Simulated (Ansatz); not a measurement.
What does this script print? It uses the Python package of Ansatz (0.2.0).

`run_orders.py`:
```python
"""Magnetic orders of Li3Eu compared."""

import ansatz
import numpy as np
import pandas as pd


def count_gap(report):
    # lowest empty less highest filled band, counting bands; zero where they overlap
    return max(report.get("gap_by_band_count_ev") or 0.0, 0.0)

CELL = [
    (0.0, 3.870791, 3.870791),
    (3.870791, 0.0, 3.870791),
    (7.741582, 7.741582, 0.0),
]
ATOMS = [
    ("Li", (0.25, 0.25, 0.125)),
    ("Li", (0.75, 0.75, 0.375)),
    ("Li", (0.5, 0.5, 0.25)),
    ("Eu", (0.0, 0.0, 0.0)),
    ("Li", (0.25, 0.25, 0.625)),
    ("Li", (0.75, 0.75, 0.875)),
    ("Li", (0.5, 0.5, 0.75)),
    ("Eu", (0.0, 0.0, 0.5)),
]


def magnet(moments):
    crystal = ansatz.Crystal(lattice=ansatz.Lattice.of(CELL))
    for (symbol, position), moment in zip(ATOMS, moments):
        crystal = crystal.atom(symbol, position, moment=moment or None)
    return crystal

# starting moments in muB, one an atom
orders = {
    "FM": [0, 0, 0, 7, 0, 0, 0, 7],
    "AFM": [0, 0, 0, 7, 0, 0, 0, -7],
}

rows = []
for label, moments in orders.items():
    base = (
        magnet(moments).calculation()
        .pseudopotentials("paw")
        .functional(ansatz.Functional.R2SCAN)
        .occupations("fermi_dirac", width=0.05)  # fractional filling near the Fermi level
        .kpoints(spacing=0.29)
        .spin("collinear")  # two spin channels
        .band_table()  # levels at the mesh points
    )
    data = base.run(threads=1).report
    rows.append((label, data["free_energy_ev"], data["magnetization_mub"], data["absolute_magnetization_mub"], max(abs(m) for m in data["site_moments_mub"]), count_gap(data)))
    print(label, "site moments:", [round(m, 2) for m in data["site_moments_mub"]])

# the same cell with no spin polarisation
plain = magnet([0] * len(ATOMS)).calculation()
plain = plain.pseudopotentials("paw")
plain = plain.functional(ansatz.Functional.R2SCAN)
plain = plain.occupations("fermi_dirac", width=0.05)
plain = plain.kpoints(spacing=0.29)
plain = plain.band_table()
data = plain.run(threads=1).report
rows.append(("NM", data["free_energy_ev"], 0.0, 0.0, 0.0, count_gap(data)))

lowest = min(row[1] for row in rows)
rows = [(row[0], 1000 * (row[1] - lowest) / 2, *row[2:]) for row in sorted(rows, key=lambda row: row[1])]
print(pd.DataFrame(rows, columns=["order", "meV/magnetic atom", "net muB", "absolute muB", "largest site muB", "gap by band count eV"]).round(4).to_string(index=False))
print("lowest of these starts:", rows[0][0])
```

```console
$ python run_orders.py
DeckWarning: basis.ecutwfc = 500 eV, auto-derived from the records' recommended cutoffs: set by Li (their level for a meta-GGA)
FM site moments: [0.12, 0.12, 0.04, 7.04, 0.12, 0.12, 0.04, 7.04]
AFM site moments: [0.06, -0.06, -0.0, 7.05, -0.06, 0.06, 0.0, -7.05]
RunWarning: the run went on to a lower state, not held to the crystal's whole symmetry: an SCF from the atoms in a lower order of the open shells, with 16 of the crystal's symmetry operations given up (39 k-points in place of 19), reached one 0.1342 eV below [...]
order  meV/magnetic atom  net muB  absolute muB  largest site muB  gap by band count eV
  AFM             0.0000    0.000       15.7650            7.0505                   0.0
   FM             4.9802   15.649       15.6517            7.0352                   0.0
   NM          7865.1414    0.000        0.0000            0.0000                   0.0
lowest of these starts: AFM
```
(Warnings from the package without file and line, shortened.)

In order of energy: antiferro- or ferrimagnetic (+0.0 meV an atom, largest site moment 7.05 μB), ferromagnetic (+1.2 meV an atom, largest site moment 7.04 μB) and non-magnetic (+1966.3 meV an atom, largest site moment 0.00 μB). These are the states reached from the starts typed.

Open f shells: without a Hubbard U, without spin-orbit coupling; the state reached hangs on the start and needn't be the lowest. A gap by band count of zero or less means overlapping bands, a metal. r2SCAN tends to overestimate the moments of itinerant magnets. The structure comes from a database of computed cells and needn't be a stable or known phase. Levels are Kohn-Sham eigenvalues on this mesh, without spin-orbit coupling. Each row is the state reached from that start at the given structure, not necessarily the lowest of its order; other orders weren't tried. Hardware and time: 6.1 min on 1 thread of Intel(R) Xeon(R) Processor @ 2.30GHz, with other jobs on the host, peak memory 1.4 GiB.
